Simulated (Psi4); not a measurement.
# A workflow on C2H6In (SMILES C[In]C)

Aim: a series of 8 runs (U-wB97X-D/def2-SVP) of C2H6In. 

The calculation is run with Psi4 1.11.

## 1. The structure to begin with

C2H6In has 9 atoms, charge 0, and is taken as a doublet. As SMILES, `C[In]C`. The shape is that of a PBE0-D4/def2-TZVP (4 decimals) optimisation.

Bond lengths: C1–In2 2.198 Å, In2–C3 2.198 Å, C1–H4 1.093 Å, C1–H5 1.089 Å, C1–H6 1.093 Å, C3–H7 1.093 Å, C3–H8 1.089 Å, C3–H9 1.093 Å. Some angles: C1–In2–C3 117.7°, In2–C1–H4 108.5°, In2–C1–H5 112.1°, In2–C1–H6 108.5°, In2–C3–H7 108.5°, In2–C3–H8 112.1°, In2–C3–H9 108.5°, H4–C1–H5 109.5°, H4–C1–H6 108.7°, H5–C1–H6 109.5°.

## 2. A single-point energy at U-wB97X-D/def2-SVP (density fitting, core potential) (run 1)

File c2h6in.sdf:

```

     RDKit          3D

  9  8  0  0  0  0  0  0  0  0999 V2000
    0.4563    1.8159    0.1834 C   0  0  0  0  0  0  0  0  0  0  0  0
    0.2776    0.0503   -1.1135 In  0  0  0  0  0  2  0  0  0  0  0  0
   -0.4505   -1.8148   -0.2067 C   0  0  0  0  0  0  0  0  0  0  0  0
   -0.5270    2.0361    0.6072 H   0  0  0  0  0  0  0  0  0  0  0  0
    0.8219    2.6865   -0.3585 H   0  0  0  0  0  0  0  0  0  0  0  0
    1.1439    1.5788    0.9995 H   0  0  0  0  0  0  0  0  0  0  0  0
   -1.4452   -1.6334    0.2088 H   0  0  0  0  0  0  0  0  0  0  0  0
   -0.5009   -2.6284   -0.9284 H   0  0  0  0  0  0  0  0  0  0  0  0
    0.2240   -2.0910    0.6081 H   0  0  0  0  0  0  0  0  0  0  0  0
  2  1  1  0
  3  2  1  0
  4  1  1  0
  5  1  1  0
  6  1  1  0
  7  3  1  0
  8  3  1  0
  9  3  1  0
M  RAD  1   2   2
M  END
$$$$
```

File calc.py:

```python
import psi4
from rdkit import Chem

psi4.set_memory('1600 MB')
psi4.set_num_threads(1)
psi4.set_output_file('c2h6in.out', False)

rd = Chem.SDMolSupplier('c2h6in.sdf', removeHs=False, sanitize=False)[0]
xyz = rd.GetConformer().GetPositions()
atoms = '\n'.join(f'{a.GetSymbol()} {x:.4f} {y:.4f} {z:.4f}' for a, (x, y, z) in zip(rd.GetAtoms(), xyz))
geom = psi4.geometry('0 2\n' + atoms + '\nsymmetry c1')

psi4.set_options({
    'basis': 'def2-SVP',
    'reference': 'uks',
})

energy_value, wavefunction = psi4.energy('wb97x-d', return_wfn=True)
print(f'total energy {energy_value:.8f} hartree = {energy_value * 27.211386:.5f} eV')
for k, v in sorted(psi4.core.scalar_variables().items()):
    print(f'{k:45s} {v:18.10f}')
```

The run is started by

```sh
python calc.py
```

c2h6in.out:

```text
[...]
    !!!  WARNING: ECP capability is in beta. Please check occupations closely.  !!!
[...]
  Running in c1 symmetry.
[...]
  Nuclear repulsion =  114.733061411560087
[...]
  Multiplicity = 2
[...]
  Nalpha       = 20
  Nbeta        = 19
[...]
    Number of basis functions: 84
[...]
   @DF-UKS iter   1:  -269.51096278930214   -1.25875e+00   9.60681e-03 DIIS/ADIIS
[...]
   @DF-UKS iter   9:  -269.89061013159153   -2.29399e-08   9.07987e-07 DIIS
[...]
   @S^2 Observed:                7.543012812E-01
[...]
    Orbital Energies [Eh]
    ---------------------
    Alpha Occupied:
       1A    -10.277995     2A    -10.277975     3A     -4.759166
       4A     -3.165169     5A     -3.156940     6A     -3.152189
       7A     -0.841237     8A     -0.837677     9A     -0.834412
      10A     -0.831059    11A     -0.827774    12A     -0.758353
      13A     -0.747743    14A     -0.476653    15A     -0.476234
      16A     -0.470549    17A     -0.469885    18A     -0.453916
      19A     -0.335249    20A     -0.234517
    Alpha Virtual:
      21A      0.012812    22A      0.102141    23A      0.108202
      24A      0.177606    25A      0.198108    26A      0.213372
[...]
  @DF-UKS Final Energy:  -269.89061013159153
   => Energetics <=
    Nuclear Repulsion Energy =            114.7330614115600866
    One-Electron Energy =                -669.3430187568396832
    Two-Electron Energy =                 304.9788998956885848
    DFT Exchange-Correlation Energy =     -20.2567131603940105
    Empirical Dispersion Energy =          -0.0028395216065490
    VV10 Nonlocal Energy =                  0.0000000000000000
    Total Energy =                       -269.8906101315915294
[...]
 Multipole Moments:
 ------------------------------------------------------------------------------------
     Multipole            Electronic (a.u.)      Nuclear  (a.u.)        Total (a.u.)
 ------------------------------------------------------------------------------------
 L = 1.  Multiply by 2.5417464519 to convert [e a0] to [Debye]
 Dipole X            :          5.5276175           -5.5614540           -0.0338365
 Dipole Y            :          1.0013627           -1.0075486           -0.0061859
 Dipole Z            :        -22.1722411           22.3082004            0.1359593
 Magnitude           :                                                    0.1402430
[...]
```

On the terminal:

```text
total energy -269.89061013 hartree = -7344.09757 eV
CURRENT ENERGY                                   -269.8906101316
CURRENT REFERENCE ENERGY                         -269.8906101316
DD SOLVATION ENERGY                                 0.0000000000
DFT FUNCTIONAL TOTAL ENERGY                      -269.8877706100
DFT TOTAL ENERGY                                 -269.8906101316
DFT VV10 ENERGY                                     0.0000000000
DFT XC ENERGY                                     -20.2567131604
DISPERSION CORRECTION ENERGY                       -0.0028395216
GRID ELECTRONS ALPHA                               20.0000048082
GRID ELECTRONS BETA                                19.0000027846
GRID ELECTRONS TOTAL                               39.0000075928
NUCLEAR REPULSION ENERGY                          114.7330614116
ONE-ELECTRON ENERGY                              -669.3430187568
PCM POLARIZATION ENERGY                             0.0000000000
PE ENERGY                                           0.0000000000
SCF ITERATION ENERGY                             -269.8906101316
SCF ITERATIONS                                      9.0000000000
SCF TOTAL ENERGY                                 -269.8906101316
TWO-ELECTRON ENERGY                               304.9788998957
WB97X-D DISPERSION CORRECTION ENERGY               -0.0028395216
XC GRID RADIAL POINTS                              75.0000000000
XC GRID SPHERICAL POINTS                          302.0000000000
XC GRID TOTAL POINTS                           195118.0000000000
```

Wall time 6.3 s (1 thread of AMD EPYC 9R45 (Zen 5), shared host); peak memory 0.69 GiB.

## 3. The distorted shape: the energy at U-wB97X-D/def2-SVP (density fitting, core potential) (run 2)

File calc.inp:

```
memory 1600 MB

molecule m {
  0 2
  C      0.559417     1.780314     0.305798
  In     0.380687     0.014744    -0.991082
  C     -0.347343    -1.850386    -0.084242
  H     -0.423903     2.000554     0.729588
  H      0.925047     2.650944    -0.236132
  H      1.143860     1.578810     0.999510
  H     -1.342063    -1.668906     0.331248
  H     -0.397793    -2.663976    -0.805972
  H      0.327087    -2.126556     0.730538
  units angstrom
  symmetry c1
}

set {
  basis     def2-SVP
  reference uks
}

set reference uhf
set stability_analysis follow
set max_attempts 5
energy("scf")
set reference uks
set stability_analysis none
set guess read
set guess_mix false

energy_value, wavefunction = energy("wb97x-d", return_wfn=True)
```

The run is started by

```sh
psi4 calc.inp calc.out -n 1
```

calc.out:

```text
[...]
    !!!  WARNING: ECP capability is in beta. Please check occupations closely.  !!!
[...]
  Running in c1 symmetry.
[...]
  Nuclear repulsion =  115.464158408594216
[...]
  Multiplicity = 2
[...]
  Nalpha       = 20
  Nbeta        = 19
[...]
    Number of basis functions: 84
[...]
   @DF-UHF iter   1:  -268.09991489914984   -1.50659e+00   6.88806e-03 ADIIS/DIIS
[...]
    !!!  WARNING: ECP capability is in beta. Please check occupations closely.  !!!
[...]
    !!!  WARNING: ECP capability is in beta. Please check occupations closely.  !!!
[...]
   @DF-UKS iter   8:  -269.86467495302890   -6.92745e-08   6.90013e-07 DIIS
[...]
   @S^2 Observed:                7.542465832E-01
[...]
    Orbital Energies [Eh]
    ---------------------
    Alpha Occupied:
       1A    -10.277666     2A    -10.261398     3A     -4.758903
       4A     -3.164937     5A     -3.156671     6A     -3.151894
       7A     -0.841621     8A     -0.838245     9A     -0.834185
      10A     -0.830813    11A     -0.827582    12A     -0.771548
      13A     -0.751306    14A     -0.494642    15A     -0.475968
      16A     -0.472820    17A     -0.469666    18A     -0.454452
      19A     -0.334888    20A     -0.234116
    Alpha Virtual:
      21A      0.012648    22A      0.102597    23A      0.109990
      24A      0.178483    25A      0.201405    26A      0.214852
[...]
  @DF-UKS Final Energy:  -269.86467495302890
   => Energetics <=
    Nuclear Repulsion Energy =            115.4641584085942156
    One-Electron Energy =                -670.6821846215248115
    Two-Electron Energy =                 305.6629647069900102
    DFT Exchange-Correlation Energy =     -20.3068511291899902
    Empirical Dispersion Energy =          -0.0027623178983355
    VV10 Nonlocal Energy =                  0.0000000000000000
    Total Energy =                       -269.8646749530288389
[...]
 Multipole Moments:
 ------------------------------------------------------------------------------------
     Multipole            Electronic (a.u.)      Nuclear  (a.u.)        Total (a.u.)
 ------------------------------------------------------------------------------------
 L = 1.  Multiply by 2.5417464519 to convert [e a0] to [Debye]
 Dipole X            :          5.6809783           -5.7027747           -0.0217964
 Dipole Y            :          0.9614442           -0.9588226            0.0026217
 Dipole Z            :        -21.9844001           22.1396846            0.1552845
 Magnitude           :                                                    0.1568287
[...]
```

Run time: 7.2 s. Hardware: 1 thread of AMD EPYC 9R45 (Zen 5), shared host; peak memory 0.68 GiB.

Runs 3 to 5 aren't shown in full; the table further down has their settings and results.

## 4. The distorted shape: the energy at U-wB97X-D/def2-SVP (density fitting, core potential) (run 6)

File job.py:

```python
import psi4

psi4.set_memory(1600000000)
psi4.set_num_threads(1)
psi4.set_output_file('run.log', False)

mol = psi4.geometry("""
0 2
C     -0.17720340     3.78988354    -0.88725098
In    -0.51495415     0.45343978    -3.33799900
C     -1.89073146    -3.07114510    -1.62431976
H     -2.03540889     4.20607682    -0.08640395
H      0.51373716     5.43513579    -1.91135026
H      2.16158212     2.98351850     1.88880016
H     -3.77047983    -2.72819761    -0.83915745
H     -1.98606814    -4.60860738    -2.98819180
H     -0.61624347    -3.59303077    -0.08460871
units au
symmetry c1
""")

psi4.set_options({
    'basis': 'def2-SVP',
    'reference': 'uks',
})

psi4.set_options({'reference': 'uhf', 'stability_analysis': 'follow', 'max_attempts': 5})
psi4.energy("scf")
psi4.set_options({'reference': 'uks', 'stability_analysis': 'none', 'guess': 'read', 'guess_mix': False})

result = psi4.energy("wb97x-d")
print(f'total energy {result:.8f} hartree = {result * 27.211386:.5f} eV')
```

The run is started by

```sh
python job.py
```

run.log:

```text
[...]
    !!!  WARNING: ECP capability is in beta. Please check occupations closely.  !!!
[...]
  Running in c1 symmetry.
[...]
  Nuclear repulsion =  112.417862866905025
[...]
  Multiplicity = 2
[...]
  Nalpha       = 20
  Nbeta        = 19
[...]
    Number of basis functions: 84
[...]
   @DF-UHF iter   1:  -267.94530301595722   -1.71373e+00   6.90842e-03 DIIS/ADIIS
[...]
    !!!  WARNING: ECP capability is in beta. Please check occupations closely.  !!!
[...]
    !!!  WARNING: ECP capability is in beta. Please check occupations closely.  !!!
[...]
   @DF-UKS iter  12:  -269.76534671988497   -6.78921e-08   4.09226e-07 DIIS
[...]
   @S^2 Observed:                7.949510554E-01
[...]
    Orbital Energies [Eh]
    ---------------------
    Alpha Occupied:
       1A    -10.330953     2A    -10.285124     3A     -4.767673
       4A     -3.173325     5A     -3.165545     6A     -3.160972
       7A     -0.849067     8A     -0.845458     9A     -0.842496
      10A     -0.839212    11A     -0.836386    12A     -0.760230
      13A     -0.732939    14A     -0.488301    15A     -0.478981
      16A     -0.478207    17A     -0.462597    18A     -0.375486
      19A     -0.339249    20A     -0.243887
    Alpha Virtual:
      21A     -0.008824    22A      0.032849    23A      0.101864
      24A      0.114564    25A      0.174372    26A      0.201576
[...]
  @DF-UKS Final Energy:  -269.76534671988497
   => Energetics <=
    Nuclear Repulsion Energy =            112.4178628669050255
    One-Electron Energy =                -664.4023529253017841
    Two-Electron Energy =                 302.3530487363939301
    DFT Exchange-Correlation Energy =     -20.1309375981595799
    Empirical Dispersion Energy =          -0.0029677997225583
    VV10 Nonlocal Energy =                  0.0000000000000000
    Total Energy =                       -269.7653467198849739
[...]
 Multipole Moments:
 ------------------------------------------------------------------------------------
     Multipole            Electronic (a.u.)      Nuclear  (a.u.)        Total (a.u.)
 ------------------------------------------------------------------------------------
 L = 1.  Multiply by 2.5417464519 to convert [e a0] to [Debye]
 Dipole X            :          4.5209868           -4.8031349           -0.2821481
 Dipole Y            :          1.1307498           -1.2689996           -0.1382498
 Dipole Z            :        -23.5154735           23.2075235           -0.3079500
 Magnitude           :                                                    0.4399475
[...]
```

On the terminal:

```text
total energy -269.76534672 hartree = -7340.68898 eV
```

Wall time 10 s (1 thread of AMD EPYC 9R45 (Zen 5), shared host); peak memory 0.67 GiB.

Run 7 isn't shown in full; the table further down has it.

## 5. The distorted shape: a single-point energy at U-wB97X-D/def2-SVP (density fitting, core potential) (run 8)

File job.in:

```
memory 1.6 GB

molecule {
  0 2
  C     -1.73639375     4.32745960    -2.73795237
  In    -2.07414450     0.99101584    -5.18870039
  C     -3.44992181    -2.53356904    -3.47502115
  H     -3.59459924     4.74365288    -1.93710534
  H     -1.04545318     5.97271185    -3.76205165
  H      2.16158212     2.98351850     1.88880016
  H     -5.32967018    -2.19062155    -2.68985884
  H     -3.54525849    -4.07103132    -4.83889319
  H     -2.17543382    -3.05545471    -1.93531010
  units au
  symmetry c1
}

set basis def2-SVP
set reference uks

set reference uhf
set stability_analysis follow
set max_attempts 5
energy('scf')
set reference uks
set stability_analysis none
set guess read
set guess_mix false

E, wfn = energy('wb97x-d', return_wfn=True)
print_variables()
```

The run is started by

```sh
psi4 -n 1 job.in job.out
```

job.out:

```text
[...]
    !!!  WARNING: ECP capability is in beta. Please check occupations closely.  !!!
[...]
  Running in c1 symmetry.
[...]
  Nuclear repulsion =  110.670280512225531
[...]
  Multiplicity = 2
[...]
  Nalpha       = 20
  Nbeta        = 19
[...]
    Number of basis functions: 84
[...]
   @DF-UHF iter   1:  -267.77486215844073   -1.65465e+00   7.99361e-03 DIIS/ADIIS
[...]
    !!!  WARNING: ECP capability is in beta. Please check occupations closely.  !!!
[...]
    !!!  WARNING: ECP capability is in beta. Please check occupations closely.  !!!
[...]
   @DF-UKS iter  10:  -269.71927949964731   -3.44799e-07   8.54651e-07 DIIS
[...]
   @S^2 Observed:                1.371949439E+00
[...]
    Orbital Energies [Eh]
    ---------------------
    Alpha Occupied:
       1A    -10.298720     2A    -10.284164     3A     -4.766754
       4A     -3.172425     5A     -3.164285     6A     -3.160628
       7A     -0.846628     8A     -0.843983     9A     -0.840594
      10A     -0.837262    11A     -0.834727    12A     -0.754748
      13A     -0.730672    14A     -0.480144    15A     -0.476324
      16A     -0.473682    17A     -0.443260    18A     -0.391414
      19A     -0.330975    20A     -0.301475
    Alpha Virtual:
      21A     -0.041932    22A      0.020018    23A      0.107445
      24A      0.110935    25A      0.177395    26A      0.203900
[...]
  @DF-UKS Final Energy:  -269.71927949964731
   => Energetics <=
    Nuclear Repulsion Energy =            110.6702805122255313
    One-Electron Energy =                -660.9383644211825413
    Two-Electron Energy =                 300.7146485924194508
    DFT Exchange-Correlation Energy =     -20.1632759635779699
    Empirical Dispersion Energy =          -0.0025682195317953
    VV10 Nonlocal Energy =                  0.0000000000000000
    Total Energy =                       -269.7192794996473140
[...]
 Multipole Moments:
 ------------------------------------------------------------------------------------
     Multipole            Electronic (a.u.)      Nuclear  (a.u.)        Total (a.u.)
 ------------------------------------------------------------------------------------
 L = 1.  Multiply by 2.5417464519 to convert [e a0] to [Debye]
 Dipole X            :          3.5917280           -3.6667380           -0.0750100
 Dipole Y            :          1.3298883           -1.6608054           -0.3309171
 Dipole Z            :        -24.8911103           24.5563847           -0.3347255
 Magnitude           :                                                    0.4766275
[...]
```

Wall time 9 s (1 thread of AMD EPYC 9R45 (Zen 5), shared host); peak memory 0.65 GiB.

## 6. The series

```tsv
run	start	partner	energy (Eh)	dipole moment (D)	HOMO energy (eV)	LUMO energy (eV)	wall time
1	–	base	-269.890610	0.36	-6.38	-0.82	6.3 s
2	stable UHF solution	C1–H6 0.93 Å	-269.864675	0.40	-6.37	-0.80	7.2 s
3	stable UHF solution	C1–H6 1.26 Å	-269.879576	0.29	-6.40	-0.85	7.2 s
4	stable UHF solution	C1–H6 1.42 Å	-269.854844	0.28	-6.44	-0.90	7.5 s
5	stable UHF solution	C1–H6 1.64 Å	-269.816842	0.47	-6.50	-1.00	8.4 s
6	stable UHF solution	C1–H6 1.97 Å	-269.765347	1.12	-6.64	-1.19	10 s
7	stable UHF solution	C1–H6 2.41 Å	-269.731634	1.54	-6.86	-1.23	8.7 s
8	stable UHF solution	C1–H6 3.28 Å	-269.719279	1.21	-6.86	-1.14	9 s
```

## 7. Results

```
                                                         quantity          value
                             distorted shape, run 8: total energy  -269.71928 Eh
                            distorted shape, run 8: dipole moment         1.21 D
       distorted shape, run 8: HOMO energy (highest over α and β)       -6.86 eV
        distorted shape, run 8: LUMO energy (lowest over α and β)       -1.14 eV
                        distorted shape, run 8: dispersion energy   -6.74 kJ/mol
                                     distorted shape, run 8: ⟨S²⟩          1.372
energy change with the C1–H6 bond stretched from 1.093 to 2.405 Å       4.326 eV
energy change with the C1–H6 bond stretched from 1.093 to 1.640 Å       2.007 eV
energy change with the C1–H6 bond stretched from 1.093 to 1.968 Å       3.409 eV
energy change with the C1–H6 bond stretched from 1.093 to 1.421 Å       0.973 eV
energy change with the C1–H6 bond shortened from 1.093 to 0.929 Å       0.706 eV
energy change with the C1–H6 bond stretched from 1.093 to 1.257 Å       0.300 eV
energy change with the C1–H6 bond stretched from 1.093 to 3.280 Å       4.662 eV
```

**Reading.** With the C1–H6 bond stretched from 1.093 to 2.405 Å the energy rises by 4.33 eV (100 kcal/mol). The first shape isn't relaxed at this level, so the change isn't measured from a minimum. With the C1–H6 bond stretched from 1.093 to 1.640 Å the energy rises by 2.01 eV (46 kcal/mol). With the C1–H6 bond stretched from 1.093 to 1.968 Å the energy rises by 3.41 eV (79 kcal/mol). With the C1–H6 bond stretched from 1.093 to 1.421 Å the energy rises by 0.97 eV (22.4 kcal/mol). With the C1–H6 bond shortened from 1.093 to 0.929 Å the energy rises by 0.71 eV (68.1 kJ/mol). With the C1–H6 bond stretched from 1.093 to 1.257 Å the energy rises by 0.30 eV (29.0 kJ/mol). The lowest energy is that of run 1; the highest lies 4.662 eV above it. Spin contamination of the reference: run 8 ⟨S²⟩ = 1.37, run 7 ⟨S²⟩ = 1.23. Where it is this large, the reference is a mixture of spin states, and values that rest on it are in doubt. All runs together took 65 s, the longest 10 s.
